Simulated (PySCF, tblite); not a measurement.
# C4H10FNSi2: geometry, infrared bands and NMR shifts

Aim: predict the infrared bands and NMR shifts of C4H10FNSi2 (`C=C/C=C/N([SiH3])[SiH2]F`).

Programs: tblite 0.8.0 and PySCF 2.14.0, with density-fitted response routines of our own. Each step states its level of theory. These are calculated values for one molecule in the gas phase, unless marked as measured. Atoms are numbered from 0 throughout.

### Step 1. The starting structure

18 atoms, charge 0, multiplicity 1; geometry from: force field or distance geometry start.

Bonds of the start (Å): C0–C1 1.33, C1–C2 1.44, C2–C3 1.32, C3–N4 1.42, N4–Si5 1.81, N4–Si6 1.80, Si6–F7 1.69, C0–H8 1.09, C0–H9 1.09, C1–H10 1.11, C2–H11 1.09, C3–H12 1.10, Si5–H13 1.47, Si5–H14 1.48, Si5–H15 1.48, Si6–H16 1.45, Si6–H17 1.48.

### Step 2. Relaxing the molecule with GFN2-xTB

The job: settings as JSON, then the geometry in Å.

```
{"job": {"kind": "relax", "xc": "GFN2-xTB", "basis": "xTB"}, "charge": 0, "multiplicity": 1}
C      3.458500    -0.353300    -0.715900
C      2.487900    -0.499500     0.175500
C      1.109500    -0.144700    -0.046100
C      0.144200    -0.290200     0.849500
N     -1.169900     0.101300     0.490400
Si    -1.480600     1.804100    -0.023400
Si    -2.550800    -1.056500     0.494500
F     -2.972500    -1.502800     2.068400
H      4.455900    -0.666400    -0.408800
H      3.258800     0.063100    -1.706500
H      2.717900    -0.924800     1.169300
H      0.824600     0.274100    -1.008800
H      0.382500    -0.712100     1.837900
H     -1.377500     1.817900    -1.492100
H     -0.492300     2.738800     0.553700
H     -2.865800     2.196700     0.310600
H     -3.727600    -0.515200    -0.153900
H     -2.211500    -2.324100    -0.200200
```

Command:

```console
> OMP_NUM_THREADS=1 python probes_run.py task.json out
```

This one command runs all jobs of the session in turn.

**Question.** This job is followed by: GFN2-xTB harmonic vibrations, gas phase; GIAO PBE0/pcSseg-1 NMR shielding, non-relativistic, gas phase. What will the session give for the following? strongest single infrared mode (GFN2-xTB); zero-point energy (GFN2-xTB); 13C shifts against TMS (PBE0/pcSseg-1); 1H shifts against TMS (PBE0/pcSseg-1, means over atoms taken as alike); 15N shifts against NH3 (PBE0/pcSseg-1); 29Si shifts against TMS (PBE0/pcSseg-1); 19F shifts against CFCl3 (PBE0/pcSseg-1).

As calculated:

| quantity | value |
| --- | --- |
| strongest single infrared mode (GFN2-xTB) | 806 cm⁻¹, 416 km/mol |
| zero-point energy (GFN2-xTB) | 77.6 kcal/mol |
| 13C shifts against TMS (PBE0/pcSseg-1) | 143.4, 141.9, 116.6, 116.2 ppm |
| 1H shifts against TMS (PBE0/pcSseg-1, means over atoms taken as alike) | 6.84, 6.52, 5.72, 5.27, 5.26, 5.07, 4.55 ppm |
| 15N shifts against NH3 (PBE0/pcSseg-1) | 66.1 ppm |
| 29Si shifts against TMS (PBE0/pcSseg-1) | -17.8, -69.2 ppm |
| 19F shifts against CFCl3 (PBE0/pcSseg-1) | -203.2 ppm |

Relaxing lowered the energy by 0.606 eV in 196 steps; the close pair that moved most is Si6–F7, from 1.689 to 1.606 Å. All 48 modes are real, so the xTB geometry is a minimum. The strongest single mode, at 806 cm⁻¹, is carried by H15, H13, H14, Si5. GFN2-xTB is a fitted tight-binding method: band positions and strengths are rough. Its intensities can rank the bands wrongly. At PBE0/pcSseg-1: The widest tensor belongs to C1: span 225 ppm, with a paramagnetic part of -209 ppm.
